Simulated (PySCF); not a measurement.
**Pb⁺: excitation energy in aug-cc-pwCVTZ-PP with ECP60**

Aim: the excitation energy of lead from differences of total energies, at each level of theory, and how far each lands from the tabulated value where there is one.

Program: PySCF 2.14.0. Level of theory: unrestricted determinants in a Gaussian basis, no spin-orbit coupling in the energies. These are calculated values, not measurements, unless marked.

### Step 1. What is computed

```
Element                                   : lead (Z = 82)
Basis                                     : aug-cc-pwCVTZ-PP with ECP60MDF (8s7p6d4f1g, 96 functions)
Hamiltonian                               : scalar relativity through the core potential
State 1                                   : Pb⁺: [Xe] 4f14 5d10 6s2 7s1, 2S determinant (an excited configuration)
Needed too, but not shown                 : Pb⁺ [Xe] 4f14 5d10 6s2 6p1 (2P)
Methods                                   : UHF, LDA, PBE, PBE0, r2SCAN, TPSSh, wB97M-V, B97-3, r2SCANh, MP2
Core shells frozen in the correlated runs : valence: 5s2 5p6 5d10; valence and next inner shell: nothing (for Pb⁺)
```

The outer shells:

Pb+ [Xe] 4f14 5d10 6s2 7s1
```
[Xe] core
4f [↑↓][↑↓][↑↓][↑↓][↑↓][↑↓][↑↓]
5d [↑↓][↑↓][↑↓][↑↓][↑↓]
6s [↑↓]
7s [↑ ]
```

The runs were made by one driver on top of PySCF. The scripts below sum up each run's settings (the driver also hands on starting orbitals that pick excited configurations, and frozen orbitals as a list rather than a count), and the logs come from the driver's own runs. The driver starts from symmetry-adapted Hartree-Fock orbitals, holds the occupation by maximum overlap and uses a logarithmic radial grid for functionals, so a plain start would take other cycles.

The integrals over 96 functions and the set-up took 2.5 s of CPU time.

### Step 2. Pb⁺ [Xe] 4f14 5d10 6s2 7s1: the ladder of methods

#### UHF

The input, input.py:

```python
from pyscf import gto, scf, dft, mp, cc
import basis_set_exchange as bse
txt = bse.get_basis("aug-cc-pwCVTZ-PP", elements=["Pb"], fmt="nwchem", header=False)
cut = txt.index("\nECP")
mol = gto.M(atom="Pb 0 0 0", charge=1, spin=1, symmetry="D2h",
            basis=gto.basis.parse(txt[:cut]),
            ecp={"Pb": gto.basis.parse_ecp(txt[cut:])})
mf = scf.UHF(mol)
mf.irrep_nelec = {'Ag': (5, 4), 'B1g': (1, 1), 'B2g': (1, 1), 'B3g': (1, 1), 'B1u': (1, 1), 'B2u': (1, 1), 'B3u': (1, 1)}
mf.kernel()
```

#### LDA

Changes to input.py:

```diff
@@ -7,3 +7,3 @@
             ecp={"Pb": gto.basis.parse_ecp(txt[cut:])})
-mf = scf.UHF(mol)
+mf = dft.UKS(mol, xc="LDA,VWN")
 mf.irrep_nelec = {'Ag': (5, 4), 'B1g': (1, 1), 'B2g': (1, 1), 'B3g': (1, 1), 'B1u': (1, 1), 'B2u': (1, 1), 'B3u': (1, 1)}
```

#### PBE

Changes to input.py:

```diff
@@ -7,3 +7,3 @@
             ecp={"Pb": gto.basis.parse_ecp(txt[cut:])})
-mf = dft.UKS(mol, xc="LDA,VWN")
+mf = dft.UKS(mol, xc="PBE")
 mf.irrep_nelec = {'Ag': (5, 4), 'B1g': (1, 1), 'B2g': (1, 1), 'B3g': (1, 1), 'B1u': (1, 1), 'B2u': (1, 1), 'B3u': (1, 1)}
```

#### PBE0

Changes to input.py:

```diff
@@ -7,3 +7,3 @@
             ecp={"Pb": gto.basis.parse_ecp(txt[cut:])})
-mf = dft.UKS(mol, xc="PBE")
+mf = dft.UKS(mol, xc="PBE0")
 mf.irrep_nelec = {'Ag': (5, 4), 'B1g': (1, 1), 'B2g': (1, 1), 'B3g': (1, 1), 'B1u': (1, 1), 'B2u': (1, 1), 'B3u': (1, 1)}
```

#### r2SCAN

Changes to input.py:

```diff
@@ -7,3 +7,3 @@
             ecp={"Pb": gto.basis.parse_ecp(txt[cut:])})
-mf = dft.UKS(mol, xc="PBE0")
+mf = dft.UKS(mol, xc="R2SCAN")
 mf.irrep_nelec = {'Ag': (5, 4), 'B1g': (1, 1), 'B2g': (1, 1), 'B3g': (1, 1), 'B1u': (1, 1), 'B2u': (1, 1), 'B3u': (1, 1)}
```

#### TPSSh

Changes to input.py:

```diff
@@ -7,3 +7,3 @@
             ecp={"Pb": gto.basis.parse_ecp(txt[cut:])})
-mf = dft.UKS(mol, xc="R2SCAN")
+mf = dft.UKS(mol, xc="TPSSH")
 mf.irrep_nelec = {'Ag': (5, 4), 'B1g': (1, 1), 'B2g': (1, 1), 'B3g': (1, 1), 'B1u': (1, 1), 'B2u': (1, 1), 'B3u': (1, 1)}
```

#### wB97M-V

Changes to input.py:

```diff
@@ -7,3 +7,3 @@
             ecp={"Pb": gto.basis.parse_ecp(txt[cut:])})
-mf = dft.UKS(mol, xc="TPSSH")
+mf = dft.UKS(mol, xc="WB97M_V")
 mf.irrep_nelec = {'Ag': (5, 4), 'B1g': (1, 1), 'B2g': (1, 1), 'B3g': (1, 1), 'B1u': (1, 1), 'B2u': (1, 1), 'B3u': (1, 1)}
```

#### B97-3

Changes to input.py:

```diff
@@ -7,3 +7,3 @@
             ecp={"Pb": gto.basis.parse_ecp(txt[cut:])})
-mf = dft.UKS(mol, xc="WB97M_V")
+mf = dft.UKS(mol, xc="HYB_GGA_XC_B97_3")
 mf.irrep_nelec = {'Ag': (5, 4), 'B1g': (1, 1), 'B2g': (1, 1), 'B3g': (1, 1), 'B1u': (1, 1), 'B2u': (1, 1), 'B3u': (1, 1)}
```

#### r2SCANh

Changes to input.py:

```diff
@@ -7,3 +7,3 @@
             ecp={"Pb": gto.basis.parse_ecp(txt[cut:])})
-mf = dft.UKS(mol, xc="HYB_GGA_XC_B97_3")
+mf = dft.UKS(mol, xc="HYB_MGGA_XC_R2SCANH")
 mf.irrep_nelec = {'Ag': (5, 4), 'B1g': (1, 1), 'B2g': (1, 1), 'B3g': (1, 1), 'B1u': (1, 1), 'B2u': (1, 1), 'B3u': (1, 1)}
```

### Step 3. Pb⁺ [Xe] 4f14 5d10 6s2 7s1, continued

#### MP2 (valence)

Changes to input.py since step 2:

```diff
@@ -7,4 +7,5 @@
             ecp={"Pb": gto.basis.parse_ecp(txt[cut:])})
-mf = dft.UKS(mol, xc="HYB_MGGA_XC_R2SCANH")
+mf = scf.UHF(mol)
 mf.irrep_nelec = {'Ag': (5, 4), 'B1g': (1, 1), 'B2g': (1, 1), 'B3g': (1, 1), 'B1u': (1, 1), 'B2u': (1, 1), 'B3u': (1, 1)}
 mf.kernel()
+mp.UMP2(mf, frozen=9).kernel()
```

#### MP2 (valence and next inner shell)

Changes to input.py:

```diff
@@ -10,2 +10,2 @@
 mf.kernel()
-mp.UMP2(mf, frozen=9).kernel()
+mp.UMP2(mf, frozen=0).kernel()
```

**Question.** What will these runs give?

As calculated:

| quantity | value |
| --- | --- |
| excitation energy, Pb⁺ → [Xe] 4f14 5d10 6s2 7s1 | UHF 5.939, MP2 (valence and next inner shell) 5.964 eV; reference 6.207 |

Accuracy by level (over 1 difference):

```csv
method,mean absolute miss against the measured value (with the measured fine structure taken into account where it is known) (eV)
UHF,0.268
LDA,0.162
PBE,0.331
PBE0,0.218
r2SCAN,0.096
TPSSh,0.262
wB97M-V,0.118
B97-3,0.220
r2SCANh,0.067
MP2 (valence),0.260
SCS-MP2 (valence),0.245
MP2 (valence and next inner shell),0.243
SCS-MP2 (valence and next inner shell),0.275
```

**Reading.** Against experiment r2SCANh comes closest (off by 0.07 eV) and PBE is farthest (0.33 eV). PBE is off by -0.33 eV. The basis is finite, and no extrapolation was made.
